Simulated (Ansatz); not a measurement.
# Alloy of MgO and CaO (18 of 32 Mg sites exchanged), 64 atoms

Wanted: the relaxed alloy cell and its gap (PBEsol, HSE06 and r²SCAN).

All numbers are computed with Ansatz 0.2.0 (PAW, plane waves).

## 1. Starting point

64 atoms (32 O, 18 Ca, 14 Mg); a = 9.048 Å, b = 9.048 Å, c = 9.048 Å, α = 90.00°, β = 90.00°, γ = 90.00°. All atoms were shaken off their sites by about 0.02 Å along each axis.

The runs, in order: (2) PBEsol cell relaxation at the single k point (¼, ¼, ¼), on 1 × NVIDIA H100 80GB HBM3 with 2 threads of AMD EPYC 7R13; (3) HSE06 single point at the Γ point alone, on 1 × NVIDIA H100 80GB HBM3 with 2 threads of AMD EPYC 7R13; (4) r²SCAN single point at the Γ point alone, on 1 × NVIDIA H100 80GB HBM3 with 2 threads of AMD EPYC 7R13.

## 2. PBEsol relaxation of the cell and the positions

Contents of in.yaml:

```yaml
crystal:
  lattice:
    - [9.048387, 0.000000, 0.000000]
    - [0.000000, 9.048387, 0.000000]
    - [0.000000, 0.000000, 9.048387]
  atoms:
    - { symbol: O, position: [0.247221, 0.002148, 0.998563] }
    - { symbol: O, position: [0.246951, 0.999736, 0.501096] }
    - { symbol: O, position: [0.249566, 0.499886, 0.999278] }
    - { symbol: O, position: [0.252705, 0.498096, 0.498279] }
    - { symbol: O, position: [0.755149, 0.000284, 0.001289] }
    - { symbol: O, position: [0.750705, 0.996947, 0.496766] }
    - { symbol: O, position: [0.748255, 0.500777, 0.995803] }
    - { symbol: O, position: [0.754157, 0.503698, 0.499137] }
    - { symbol: O, position: [0.002300, 0.252169, 0.998485] }
    - { symbol: O, position: [0.999050, 0.249133, 0.500280] }
    - { symbol: O, position: [0.000402, 0.753052, 0.997200] }
    - { symbol: O, position: [0.999721, 0.752534, 0.501199] }
    - { symbol: O, position: [0.500923, 0.249566, 0.000576] }
    - { symbol: O, position: [0.499861, 0.251092, 0.501587] }
    - { symbol: O, position: [0.501775, 0.747839, 0.998986] }
    - { symbol: O, position: [0.495988, 0.749306, 0.499842] }
    - { symbol: O, position: [0.997867, 0.000432, 0.250699] }
    - { symbol: O, position: [0.003457, 0.000898, 0.754234] }
    - { symbol: O, position: [0.999282, 0.496706, 0.249653] }
    - { symbol: O, position: [0.000336, 0.503347, 0.750525] }
    - { symbol: O, position: [0.499064, 0.001732, 0.247230] }
    - { symbol: O, position: [0.497874, 0.999067, 0.748651] }
    - { symbol: O, position: [0.498705, 0.500510, 0.250536] }
    - { symbol: O, position: [0.496029, 0.496982, 0.750411] }
    - { symbol: O, position: [0.247949, 0.250555, 0.245321] }
    - { symbol: O, position: [0.245644, 0.251781, 0.750651] }
    - { symbol: O, position: [0.254538, 0.748229, 0.248209] }
    - { symbol: O, position: [0.248786, 0.751772, 0.749194] }
    - { symbol: O, position: [0.748822, 0.254053, 0.246779] }
    - { symbol: O, position: [0.747780, 0.250018, 0.754629] }
    - { symbol: O, position: [0.747130, 0.750131, 0.248643] }
    - { symbol: O, position: [0.751542, 0.752034, 0.748259] }
    - { symbol: Ca, position: [0.999663, 0.994697, 0.999639] }
    - { symbol: Ca, position: [0.999216, 0.498639, 0.996272] }
    - { symbol: Ca, position: [0.001361, 0.500439, 0.499601] }
    - { symbol: Ca, position: [0.496150, 0.995913, 0.501039] }
    - { symbol: Ca, position: [0.498082, 0.498864, 0.498439] }
    - { symbol: Ca, position: [0.249062, 0.250897, 0.499860] }
    - { symbol: Ca, position: [0.252296, 0.000224, 0.752578] }
    - { symbol: Ca, position: [0.749007, 0.001078, 0.251485] }
    - { symbol: Ca, position: [0.748533, 0.996821, 0.748692] }
    - { symbol: Ca, position: [0.752385, 0.498129, 0.247788] }
    - { symbol: Ca, position: [0.751896, 0.497929, 0.745390] }
    - { symbol: Ca, position: [0.999174, 0.253040, 0.249296] }
    - { symbol: Ca, position: [0.997519, 0.248515, 0.749494] }
    - { symbol: Ca, position: [0.001414, 0.751447, 0.249659] }
    - { symbol: Ca, position: [0.999402, 0.748800, 0.749271] }
    - { symbol: Ca, position: [0.497954, 0.249903, 0.249689] }
    - { symbol: Ca, position: [0.500415, 0.249491, 0.749538] }
    - { symbol: Ca, position: [0.502526, 0.746574, 0.746463] }
    - { symbol: Mg, position: [0.000885, 0.002702, 0.496175] }
    - { symbol: Mg, position: [0.499095, 0.999715, 0.000372] }
    - { symbol: Mg, position: [0.505611, 0.502212, 0.996943] }
    - { symbol: Mg, position: [0.248708, 0.247027, 0.001416] }
    - { symbol: Mg, position: [0.252908, 0.750880, 0.999511] }
    - { symbol: Mg, position: [0.253880, 0.753331, 0.499893] }
    - { symbol: Mg, position: [0.753425, 0.248891, 0.997433] }
    - { symbol: Mg, position: [0.749832, 0.251804, 0.502766] }
    - { symbol: Mg, position: [0.749621, 0.748256, 0.002029] }
    - { symbol: Mg, position: [0.744598, 0.752377, 0.503194] }
    - { symbol: Mg, position: [0.247462, 0.001804, 0.251367] }
    - { symbol: Mg, position: [0.248668, 0.499631, 0.246863] }
    - { symbol: Mg, position: [0.250374, 0.503256, 0.749290] }
    - { symbol: Mg, position: [0.501022, 0.746763, 0.249824] }
  symmetry: { detect: false }
kpoints:
  mp_grid: { grid: [1, 1, 1], shift: [0.25, 0.25, 0.25] }
hamiltonian:
  xc: pbesol
scf:
  occupations: { method: fermi_dirac, width: 0.01 }
relax:
  f_tol: 0.03
  max_steps: 80
  escape_saddle: false
  adjacent_minimum: "off"
  cell: { fix: [shape] }
output:
  forces: true
  eigenvalues: true
  populations: true
```

Started as:

```sh
$ ansatz run in.yaml --threads 2 --pin off --max-ram 30400MiB --runs-dir r --events-out ev --progress --plain --backend cuda --devices 0, --max-vram 18GiB
```

Further steps of the session: HSE06 on the final geometry; Single point with r²SCAN.

What does the calculation give? Wanted: for each run, top filled to lowest empty.

The runs gave:

| level | time | k points | top filled to lowest empty (eV) |
| --- | --- | --- | --- |
| PBEsol, relaxation | 47 s (GPU) | (¼, ¼, ¼) | 4.81 |
| HSE06 | 37 s (GPU) | Γ | 5.57 |
| r²SCAN | 14 s (GPU) | Γ | 4.71 |

| quantity | value |
| --- | --- |
| relaxation | 9 recorded steps, 2.76 eV gained |
| largest shift | 0.30 Å (O11) |
| relaxed cell | a = 9.131 Å, b = 9.131 Å, c = 9.131 Å, α = 90.00°, β = 90.00°, γ = 90.00° |
| mean bonds | Ca–O 2.323, Mg–O 2.210 Å |

**In words.** The relaxation lowers the energy by 2.76 eV; the largest shift is 0.30 Å (O11), while the volume changes by +2.8 %. The mean lengths of the listed bonds run from Mg–O 2.21 Å to Ca–O 2.32 Å. At the same k points, r²SCAN gives a spacing 0.86 eV smaller than the 5.57 eV of HSE06. Rows on different k points differ by sampling as well as by level. Exact exchange costs time: HSE06 ran about 2.7 times as long as r²SCAN on the same kind of device. With one k point the spacing samples only the states that fold onto it, so it can exceed the gap over the zone.
